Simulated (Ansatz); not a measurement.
**Ta4C3: a stacking-fault curve**

Aim: for Ta4C3, slide the crystal rigidly across a (0 0 -1) plane.

Program: Ansatz 0.2.0. Level of theory: DFT r2SCAN, scalar-relativistic, plane waves, PAW. These are calculated values, not measurements.

1 further run of the same task is left out (set aside as unsound or not needed). Runs told in other sessions of the task aren't counted.

## Step 1: The starting structure

It takes space group R3m (No. 160, trigonal). The conventional cell has a = 3.118 Å, b = 3.118 Å, c = 30.656 Å, α = 90.00°, β = 90.00°, γ = 120.00°. Ta (site symmetry 3m) is surrounded by 6 C at 2.26 Å. Around Ta (site symmetry 3m) lie 3 C at 2.14 Å. Ta (site symmetry 3m) has 3 C at 2.19 Å in its first shell of neighbours. Ta (site symmetry 3m) has 6 C at 2.20 to 2.23 Å in its first shell of neighbours. Around C (site symmetry 3m) lie 6 Ta at 2.19 to 2.20 Å. Around C (site symmetry 3m) lie 6 Ta at 2.14 to 2.26 Å. Around C (site symmetry 3m) lie 6 Ta at 2.23 to 2.26 Å.

As a file:

```
CELL_PARAMETERS angstrom
-3.11780 0.00000 0.00000
-1.55890 -2.70009 0.00000
1.55890 0.90003 10.21859
ATOMIC_POSITIONS crystal
Ta 0.37344 0.37344 0.12033
Ta 0.62448 0.62448 0.87345
Ta 0.20977 0.20977 0.62932
Ta 0.79443 0.79443 0.38329
C 0.50237 0.50237 0.50711
C 0.99575 0.99575 0.98725
C 0.08475 0.08475 0.25426
```

It goes back to an entry of the Materials Project, which need not be the stable form.

It is the result of an earlier relaxation at this level (volume 12.29 Å³/atom; gap on the mesh: none (metal)).

## Step 2: Zero of energy

The reference gives a free energy of -40536.8853 eV, pressure 0.01 GPa, largest force 0.015 eV/Å and gap on the mesh none (metal). It was computed beforehand with the settings of the runs below.

## Step 3: Next: a stacking-fault curve

The cut lies on the cell's a–b face, a (0 0 -1) plane of area 8.42 Å², between layers 1.16 Å apart (Ta below, C above); the cell is 10.2 Å thick. The cut runs through bonds; the cell's widest gap between layers lies elsewhere, and sliding there would cost far less. Vector c is tilted by f times 1·a + 1·b (length 5.400 Å) with the atoms' Cartesian places fixed: one unrelaxed fault per cell.

## Step 4: Point f = 0.167

The input, input.yaml:

```yaml
crystal:
  lattice:
    - [-3.1177991687, 0.0, 0.0]
    - [-1.5588995843, -2.700093284, 0.0]
    - [0.7792939022, 0.4499255442, 10.2185930705]
  atoms:
    - { symbol: Ta, position: [0.3417649262, 0.3417649262, 0.190027563] }
    - { symbol: Ta, position: [0.4672594438, 0.4672594438, 0.9431452919] }
    - { symbol: Ta, position: [0.0932462767, 0.0932462767, 0.6990174637] }
    - { symbol: Ta, position: [0.7189170349, 0.7189170349, 0.4529928082] }
    - { symbol: C, position: [0.4062163069, 0.4062163069, 0.5768132042] }
    - { symbol: C, position: [0.9862559607, 0.9862559607, 0.0569471534] }
    - { symbol: C, position: [0.0307486257, 0.0307486257, 0.3239565456] }
basis:
  ecutwfc: 500
kpoints:
  mp_grid: { grid: [14, 14, 4] }
hamiltonian:
  xc: r2scan
scf:
  occupations: { method: gaussian, width: 0.15 }
output:
  forces: true
  stress: true
  eigenvalues: true
```

Command:

```console
ansatz run input.yaml --threads 2 --pin off --max-ram 5120MiB --backend cpu --events-out ev --progress --plain --runs-dir out
```

Further runs follow: At f = 0.333; At f = 0.500; point f = 0.833; At f = 0.083; point f = 0.250; f = 0.417; At f = 0.583; At f = 0.750; At f = 0.917.

What does the calculation give? Wanted: largest shear traction sampled.

**Answer**, as computed:

| quantity | value |
| --- | --- |
| highest fault energy sampled | 36487 mJ/m² at f = 0.583 |
| largest shear traction sampled | 505.0 GPa |

**Reading.** Of the points run, the one at f = 0.583 is highest, 36487 mJ/m². A dip at f = 0.333 (3777 mJ/m²) marks a possible metastable fault. Nothing is relaxed, so these energies are upper bounds; letting the layers move apart would lower them. The runs treat Ta without spin-orbit coupling. Where forces pass 15 eV/Å atoms stand far too close, the PAW spheres overlap strongly and those numbers are rough.
